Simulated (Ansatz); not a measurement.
# C₂H₃NSSi: a ladder of functionals and wavefunction methods

How much do the methods differ for C₂H₃NSSi? The plan is to run it at one geometry with functionals of several rungs and with coupled cluster. The yardstick is the atomisation energy at the CCSD(T) limit.

The runs use Ansatz 0.2.0, Gaussian basis; functionals in def2-TZVPP, the program's frozen cores in correlated methods.

Plan: LDA (SPW92), PBE-D4, revPBE-D4, BLYP-D4, r2SCAN-D4, B97M-V, PBE0-D4, B3LYP-D4, r2SCANh-D4, r2SCAN0-D4, HSE06-D4, BHLYP-D4, CAM-B3LYP-D4, LC-ωPBE, ωB97X-V, ωB97M-V, B2PLYP, PBE-QIDH; CCSD(T)/def2-SVP; CCSD(T)/def2-TZVPP; MP2/def2-QZVPP; extrapolation to the limit; RPA on PBE.

## 1. The relaxed structure

All runs share one geometry, relaxed beforehand with PBE0-D4 in a triple-zeta def2 set.

8 atoms, charge 0, spin multiplicity 1.

Atoms are counted from 1 here; the program's logs count them from 0.

Bond lengths: N1–C2 1.152 Å, C2–Si3 1.835 Å, Si3–C4 1.831 Å, Si3–S5 2.069 Å, Si3–H6 1.471 Å, C4–S5 1.868 Å, C4–H7 1.086 Å, C4–H8 1.086 Å. Angles: N1–C2–Si3 179.1°, C2–Si3–C4 116.9°, C2–Si3–S5 117.6°, C2–Si3–H6 110.2°, C4–Si3–S5 56.9°, C4–Si3–H6 123.7°, S5–Si3–H6 122.6°, Si3–C4–S5 68.0°, Si3–C4–H7 119.6°, Si3–C4–H8 119.8°, S5–C4–H7 113.3°, S5–C4–H8 113.3°, H7–C4–H8 114.0°, Si3–S5–C4 55.1°.

## 2. LDA

This LDA is Slater exchange with PW92 correlation.

Contents of in.yaml:

```yaml
crystal:
  periodic: [false, false, false]
  atoms:
    - {symbol: N, position_ang: [-2.486187, -1.211592, 1.153855]}
    - {symbol: C, position_ang: [-1.604225, -0.538214, 0.843502]}
    - {symbol: Si, position_ang: [-0.192636, 0.537311, 0.375478]}
    - {symbol: C, position_ang: [1.108459, -0.213676, -0.671300]}
    - {symbol: S, position_ang: [0.046365, 0.987830, -1.629547]}
    - {symbol: H, position_ang: [0.079770, 1.510543, 1.444618]}
    - {symbol: H, position_ang: [1.001601, -1.241123, -1.004893]}
    - {symbol: H, position_ang: [2.138953, 0.111721, -0.567611]}
basis:
  gaussian: {orbitals: def2-TZVPP}
hamiltonian: {xc: lda}
output: {orbitals: {seedname: orbitals}}
```

On the command line:

```
$ ansatz run in.yaml --threads 2 --pin off --events-out ev --progress --plain --max-ram 4352MiB
```

Further steps of the session: PBE-D4 (GGA); revPBE-D4 (GGA); BLYP-D4 (GGA); r2SCAN-D4 (meta-GGA); B97M-V (meta-GGA); PBE0-D4 (hybrid); B3LYP-D4 (hybrid); r2SCANh-D4 (hybrid); r2SCAN0-D4 (hybrid); HSE06-D4 (hybrid); BHLYP-D4 (hybrid); CAM-B3LYP-D4 (range-separated); LC-ωPBE (range-separated); ωB97X-V (range-separated); ωB97M-V (range-separated); B2PLYP (double hybrid); PBE-QIDH (double hybrid); CCSD(T) in def2-SVP; CCSD(T) in def2-TZVPP; MP2 in def2-QZVPP; RPA on PBE orbitals.

Q: Predict the results of all the runs planned. Wanted: atomisation energy, CCSD(T)/CBS; farthest beyond LDA; mean size of error, GGA; mean size of error, meta-GGA; mean size of error, hybrid; mean size of error, range-separated; mean size of error, double hybrid; gap, smallest and largest; T1 diagnostic.

The runs gave:

| quantity | value |
| --- | --- |
| atomisation energy, CCSD(T)/CBS | 3189.7 kJ/mol |
| functionals within 15.9 kJ/mol (0.5 %) | r2SCAN-D4, B3LYP-D4, CAM-B3LYP-D4, LC-ωPBE, PBE-QIDH |
| farthest beyond LDA | BHLYP-D4 (-133.8 kJ/mol) |
| mean size of error, GGA | 57.1 kJ/mol |
| mean size of error, meta-GGA | 22.9 kJ/mol |
| mean size of error, hybrid | 45.4 kJ/mol |
| mean size of error, range-separated | 16.7 kJ/mol |
| mean size of error, double hybrid | 18.8 kJ/mol |
| gap, smallest and largest | 3.89 eV (LDA (SPW92)), 10.98 eV (LC-ωPBE) |
| T1 diagnostic | 0.0135 |
| triples share of the correlation energy | 5.0 % |

What this shows: The LDA atomisation energy is off by 509.6 kJ/mol (16 %): it overbinds. PBE-D4 is off by +119.4 kJ/mol. Double hybrids carry the basis error of their MP2 part in triple zeta, and no dispersion term here, so their miss is partly the set-up's. Taken by rung, range-separated functionals do best (16.7 kJ/mol on average) and GGA ones worst beyond LDA (57.1 kJ/mol). The gap between the best rungs is small, so their order is not settled. The reference freezes the cores and leaves out relativity and excitations past (T), so misses under about 15.9 kJ/mol can't be ranked. Hartree-Fock recovers 68 % of the binding; the rest is correlation. CCSD(T) in def2-SVP is off by -228.5 kJ/mol, so the small basis spoils what the method gains. Orbital gaps span 3.9 to 11.0 eV; exact exchange widens them.
